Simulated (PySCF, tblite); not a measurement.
# C4H8BF3P2: geometry, infrared bands and NMR shifts

Wanted: the infrared bands and NMR shifts of C4H8BF3P2 (`C=C[C@@H]1C[P@@+]1(P)[B-](F)(F)F`), by calculation.

The runs use tblite 0.8.0 and PySCF 2.14.0, with density-fitted response routines of our own; the level of theory stands in each step. All values are computed, except where a source is named. Atoms are numbered from 0 throughout.

### Step 1. Starting geometry

18 atoms, charge 0, multiplicity 1; geometry from: force field or distance geometry start.

Bonds of the start (Å): C0–C1 1.33, C1–C2 1.50, C2–C3 1.44, C3–P4 1.85, P4–P5 2.15, P4–B6 1.90, B6–F7 1.46, B6–F8 1.46, B6–F9 1.45, P4–C2 1.84, C0–H10 1.09, C0–H11 1.09, C1–H12 1.09, C2–H13 1.12, C3–H14 1.11, C3–H15 1.09, P5–H16 1.45, P5–H17 1.45.

### Step 2. Relaxing the molecule with GFN2-xTB

Job settings and geometry (Å):

```
{"job": {"kind": "relax", "xc": "GFN2-xTB", "basis": "xTB"}, "charge": 0, "multiplicity": 1}
C     -2.587400    -0.203900     1.224600
C     -1.930700    -0.878500     0.284700
C     -1.032100    -0.178900    -0.687600
C      0.085600    -0.938000    -1.193700
P      0.568400     0.345900     0.054200
P      1.298800    -0.673200     1.798800
B      1.734300     1.563600    -0.831100
F      2.170900     2.584900     0.119000
F      2.899600     0.839700    -1.327100
F      1.032600     2.189800    -1.932400
H     -2.502600     0.876100     1.301700
H     -3.249700    -0.727000     1.921200
H     -2.061300    -1.958100     0.238600
H     -1.482100     0.566100    -1.389800
H      0.189500    -1.972200    -0.793800
H      0.381200    -0.698200    -2.213800
H      2.460800    -1.217400     1.116600
H      2.015700     0.485800     2.298200
```

Command:

```
$ OMP_NUM_THREADS=1 python probes_run.py task.json out
```

One launch serves the whole session: the jobs run in the order shown.

**Question.** This job is followed by: GFN2-xTB harmonic vibrations, gas phase; GIAO PBE0/pcSseg-1 NMR shielding, non-relativistic, gas phase. Predict these results of the whole session: strongest single infrared mode (GFN2-xTB); zero-point energy (GFN2-xTB); 13C shifts against TMS (PBE0/pcSseg-1); 1H shifts against TMS (PBE0/pcSseg-1, means over atoms taken as alike); 31P shifts against H3PO4 (PBE0/pcSseg-1); 11B shifts against BF3·OEt2 (PBE0/pcSseg-1); 19F shifts against CFCl3 (PBE0/pcSseg-1, means over atoms taken as alike).

The runs gave:

| quantity | value |
| --- | --- |
| strongest single infrared mode (GFN2-xTB) | 456 cm⁻¹, 732 km/mol |
| zero-point energy (GFN2-xTB) | 72.2 kcal/mol |
| 13C shifts against TMS (PBE0/pcSseg-1) | 144.3, 126.6, 32.8, 23.2 ppm |
| 1H shifts against TMS (PBE0/pcSseg-1, means over atoms taken as alike) | 5.87, 5.79, 5.65, 2.75, 2.63, 2.04, 1.28 ppm |
| 31P shifts against H3PO4 (PBE0/pcSseg-1) | -232.8, -239.5 ppm |
| 11B shifts against BF3·OEt2 (PBE0/pcSseg-1) | 3.6 ppm |
| 19F shifts against CFCl3 (PBE0/pcSseg-1, means over atoms taken as alike) | -125.3 ppm |

In words: The optimisation took 126 steps and gained 1.105 eV; among the close pairs (by a distance rule), P4–B6 changed most, from 1.904 to 2.322 Å. The lowest mode is slightly imaginary (12i cm⁻¹), a soft motion within the noise of the Hessian, so the minimum is not strictly shown. The strongest single mode, at 456 cm⁻¹, moves mainly B6. GFN2-xTB is a fitted tight-binding method: band positions and strengths are rough. Its intensities can rank the bands wrongly. C1 (alkene CH) lies farthest downfield among carbon, at 144.3 ppm; the olefinic region. At PBE0/pcSseg-1: The largest span, 553 ppm, is at P4, where the paramagnetic term is -415 ppm.
